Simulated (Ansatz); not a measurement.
# LaRuAsO: the cost of one run

Computed with Ansatz 0.2.0 (DFT PBE, scalar-relativistic, plane waves, PAW, unless a step's input says otherwise).

## 1. The starting structure

It takes space group P4/nmm (No. 129, tetragonal). The conventional cell has a = 4.142 Å, b = 4.142 Å, c = 8.586 Å, α = 90.00°, β = 90.00°, γ = 90.00°. La (site symmetry 4mm) is surrounded by 4 O at 2.39 Å. As (site symmetry 4mm) has 4 Ru at 2.44 Å as nearest neighbours. Ru (site symmetry -4m2) has 4 As at 2.44 Å as nearest neighbours. O (site symmetry -4m2) is surrounded by 4 La at 2.39 Å.

Coordinates:

```cif
data_structure
_symmetry_space_group_name_H-M 'P4/nmm:1'
_symmetry_Int_Tables_number 129
_cell_length_a 4.1420
_cell_length_b 4.1420
_cell_length_c 8.5861
_cell_angle_alpha 90.000
_cell_angle_beta 90.000
_cell_angle_gamma 90.000
_cell_volume 147.31
loop_
_atom_site_label
_atom_site_type_symbol
_atom_site_symmetry_multiplicity
_atom_site_Wyckoff_symbol
_atom_site_fract_x
_atom_site_fract_y
_atom_site_fract_z
_atom_site_occupancy
La1 La 2 c 0.50000 0.00000 0.13949 1
As1 As 2 c 0.50000 0.00000 0.65078 1
Ru1 Ru 2 b 0.00000 0.00000 0.50000 1
O1 O 2 a 0.00000 0.00000 0.00000 1
```

This cell comes from an earlier session at PBE: 18.413 Å³/atom at 0.00 GPa, on a 8×8×4 mesh.

## 2. Antiferromagnetic, in the cell as typed

Contents of input.yaml:

```yaml
crystal:
  lattice:
    - [4.1420332216, 0.0, 0.0]
    - [0.0, 4.1420332216, 0.0]
    - [0.0, 0.0, 8.5860725193]
  atoms:
    - { symbol: La, position: [0.5, 0.0, 0.1394924004] }
    - { symbol: La, position: [0.0, 0.5, 0.8605075996] }
    - { symbol: As, position: [0.5, 0.0, 0.6507804614] }
    - { symbol: As, position: [0.0, 0.5, 0.3492195386] }
    - { symbol: Ru, position: [0.0, 0.0, 0.5], spin: 1.0 }
    - { symbol: Ru, position: [0.5, 0.5, 0.5], spin: -1.0 }
    - { symbol: O, position: [0.0, 0.0, 0.0] }
    - { symbol: O, position: [0.5, 0.5, 0.0] }
basis:
  ecutwfc: 420
  ecutrho_ratio: 4
kpoints:
  mp_grid: { grid: [8, 8, 4] }
hamiltonian:
  xc: pbe
scf:
  occupations: { method: gaussian, width: 0.05 }
  lower_state_search: "off"
output:
  forces: true
  stress: true
  eigenvalues: true
  populations: true
magnetization:
  spin_polarized: true
```

On the command line:

```
> ansatz run input.yaml --threads 2 --pin off --max-ram 5120MiB --backend cpu --events-out ev --progress --plain --runs-dir out
```

What time and memory should one allow on 2 threads of Intel Xeon Platinum 8259CL at 2.50GHz (Skylake/Cascade Lake), shared host?

About 93 s, with a peak of 0.88 GiB.
